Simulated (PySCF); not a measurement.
**Eu2H4: other functionals and bases at one geometry**

One table from this session's results is given with a row withheld; the runs are named, their logs left out.

The runs use PySCF 2.14.0; several levels, as the steps say, no spin–orbit coupling.

2 further runs of the same task are left out: 2 for a known fault of the program.

## The system as given

6 atoms, charge 0, spin multiplicity 1.

Bond lengths: Eu1–Eu2 3.762 Å, Eu1–H3 2.349 Å, Eu1–H4 2.349 Å, Eu1–H5 2.184 Å, Eu2–H3 2.349 Å, Eu2–H4 2.349 Å, Eu2–H6 2.184 Å. Angles: Eu2–Eu1–H3 36.8°, Eu2–Eu1–H4 36.8°, Eu2–Eu1–H5 123.4°, H3–Eu1–H4 73.6°, H3–Eu1–H5 116.2°, H4–Eu1–H5 116.2°, Eu1–Eu2–H3 36.8°, Eu1–Eu2–H4 36.8°, Eu1–Eu2–H6 123.4°, H3–Eu2–H4 73.6°, H3–Eu2–H6 116.2°, H4–Eu2–H6 116.2°, Eu1–H3–Eu2 106.4°, Eu1–H4–Eu2 106.4°.

Geometry (Å):

```
atom    x (Å)    y (Å)    z (Å)
 Eu1   0.0000   0.7005   1.7459
 Eu2   0.0000  -0.7005  -1.7459
  H3   1.4063   0.0000   0.0000
  H4  -1.4063   0.0000   0.0000
  H5   0.0000  -0.5425   3.5414
  H6   0.0000   0.5425  -3.5414
```

Formal oxidation states: Eu +2. Each metal's 7 4f electrons lie in its core potential, so multiplicities, spins and levels count the valence alone. An earlier session relaxed this geometry at PBE0, Eu lcecp-0-SVP with ECP53, H def2-SVP (singlet, point group C2h).

At PBE0 on the finer grid: E = -61.046904 Eh, frontier levels not given, since the 4f levels lie in the core, Mulliken charge on Eu1 +0.52 e, largest force component 0.006 eV/Å. 

Levels to run: BP86; TPSS; PBE; wB97X; PBE0, TZVP. Hardware: 2 threads of Arm Neoverse V2, shared host.

Set-up of the first run:

run.py (the lines that set the calculation)

```python
mol = gto.M(atom='''
Eu     0.00000     0.70047     1.74589
Eu     0.00000    -0.70047    -1.74589
H      1.40627     0.00000     0.00000
H     -1.40627     0.00000     0.00000
H      0.00000    -0.54250     3.54138
H      0.00000     0.54250    -3.54138''',
    basis={'Eu': 'lcecp-0-SVP', 'H': 'def2-SVP'},
    ecp={'Eu': 'lcecp-0-SVP'},
    charge=0, spin=0)
mf = dft.RKS(mol, xc='B88,P86')
mf.grids.atom_grid = (75, 302)  # f atoms: unpruned, at least (60, 302)
mf = mf.density_fit()  # fitting sets: Eu AutoAux, H def2-universal-JKFIT
mf.conv_tol = 1e-08; mf.max_cycle = 55
mf.kernel(dm0)  # dm0: the density of the relaxed state
```

Command:

```bash
OMP_NUM_THREADS=2 python run.py
```

Steps of the session up to this table: BP86; TPSS; PBE; wB97X; PBE0, TZVP.

One of the session's tables, all rows but one given; the rest of the session is left out.

```
              level  charge on Eu1 (e)  largest force component (eV/Å)
PBE0 (relaxed here)               0.52                            0.01
               BP86               0.42                            0.05
               TPSS               0.56                            0.01
                PBE                  ?                               ?
              wB97X               0.54                            0.08
         PBE0, TZVP               0.75                            0.05
```

**Question.** Estimate the row for PBE.

**Answer.** charge on Eu1 (e): 0.40; largest force component (eV/Å): 0.06. In the column «charge on Eu1 (e)» it is the lowest.

The largest leftover force, 0.08 eV/Å with wB97X, stands at a geometry relaxed at another level. With 4f in the core, its levels are missing from HOMO and gap, and its count is fixed, so no charge can pass from the ligands into it. Total energies of different levels can't be compared.
